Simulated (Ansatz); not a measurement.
PbAu3, space group Fm-3m: relaxations under a series of pressures, run with the Python package of Ansatz (0.2.0).

Input file `pbau3.cif`:
```cif
data_PbAu3
_cell_length_a 4.924286
_cell_length_b 4.924286
_cell_length_c 4.924286
_cell_angle_alpha 60.00000
_cell_angle_beta 60.00000
_cell_angle_gamma 60.00000
_symmetry_space_group_name_H-M 'P 1'
_symmetry_Int_Tables_number 1
loop_
_symmetry_equiv_pos_as_xyz
'x, y, z'
loop_
_atom_site_label
_atom_site_type_symbol
_atom_site_fract_x
_atom_site_fract_y
_atom_site_fract_z
Pb1 Pb    0.500000    0.500000    0.500000
Au2 Au    0.750000    0.750000    0.750000
Au3 Au    0.250000    0.250000    0.250000
Au4 Au    0.000000    0.000000    0.000000
```

`pbau3_compress.py`
```python
'''Volume and enthalpy of PbAu3 against pressure.'''

import logging
import sys

import ansatz as az
from ase.io import read
import numpy as np

logging.basicConfig(stream=sys.stdout, format='%(levelname)s %(message)s')
logger = logging.getLogger('pbau3')
logger.setLevel(logging.INFO)

FUNCTIONAL = 'lda'
ECUT = 450
KMESH = (6, 6, 6)

def edges_and_angles(cell):
    cell = np.asarray(cell)
    a, b, c = np.linalg.norm(cell, axis=1)
    cosines = cell[1] @ cell[2] / (b * c), cell[0] @ cell[2] / (a * c), cell[0] @ cell[1] / (a * b)
    return (a, b, c, *np.degrees(np.arccos(cosines)))


def main() -> None:
    atoms = read('pbau3.cif')
    crystal = az.Crystal.from_ase(atoms)

    job = (
        crystal.calculation()
        .functional(FUNCTIONAL)
        .basis(ECUT)
        .kpoints(mesh=KMESH)
        .occupations(az.OccupationsMethod.COLD, width=100 * az.meV)
    )

    # H = F + PV, with 1 GPa A^3 = 1/160.21766 eV
    rows = []
    for pressure in [0, 10, 20, 30, 40]:
        res = job.relax(cell=True, pressure=pressure).run(threads=1)
        cell = res.lattice.cell_ang
        n_atoms = len(res.lattice.sites)
        volume = abs(np.linalg.det(cell)) / n_atoms
        enthalpy = res.report['free_energy_ev'] / n_atoms + pressure * volume / 160.21766
        rows.append((pressure, volume, enthalpy, *edges_and_angles(cell)))
        logger.info(f'{pressure} GPa done: {volume:.4f} A^3/atom')

    logger.info(' P (GPa)  V (A^3/atom)  H (eV/atom)     a       b       c')
    for row in rows:
        logger.info('{:8.1f} {:12.4f} {:14.5f} {:7.4f} {:7.4f} {:7.4f}'.format(*row[:6]))
    p, v = np.array([row[0] for row in rows], float), np.array([row[1] for row in rows])
    print('mean bulk modulus between rows (GPa):', np.round(-np.diff(p) / np.diff(np.log(v)), 1))


if __name__ == '__main__':
    main()
```

From its runs, with one value withheld:

| P (GPa) | relaxed V (Å³/atom) |
| --- | --- |
| 0 | 19.123 |
| 10 | 17.910 |
| 20 | 17.020 |
| 30 | 16.355 |
| 40 | ? |

What volume does the cell relax to at 40 GPa?

Murnaghan's form V = V0 (1 + B' P / B0)^(-1/B') through the 4 rows shown gives V0 = 19.125 Å³, B0 = 128.7 GPa and B' = 4.78, and so 15.809 Å³ an atom at 40 GPa. The run gave 15.816 Å³, 0.05 % away.

What to keep in mind:
- At a fixed pressure a relaxation lowers the enthalpy F + PV, while F alone can rise.
- The mesh is modest for a metal, so energies can be off by several to tens of meV an atom and pressures by half a GPa or more; differences at equal mesh fare better.
- Spin-orbit coupling, which matters for elements this heavy, is left out.
- This cell is a computed structure, which may not be the phase found in nature.
- Symmetry holds the cell in this phase, whether or not it is the stable one at each pressure.
- The whole script took 71 s on 1 thread of Arm Neoverse V2, on a shared host, peak memory 0.5 GiB.
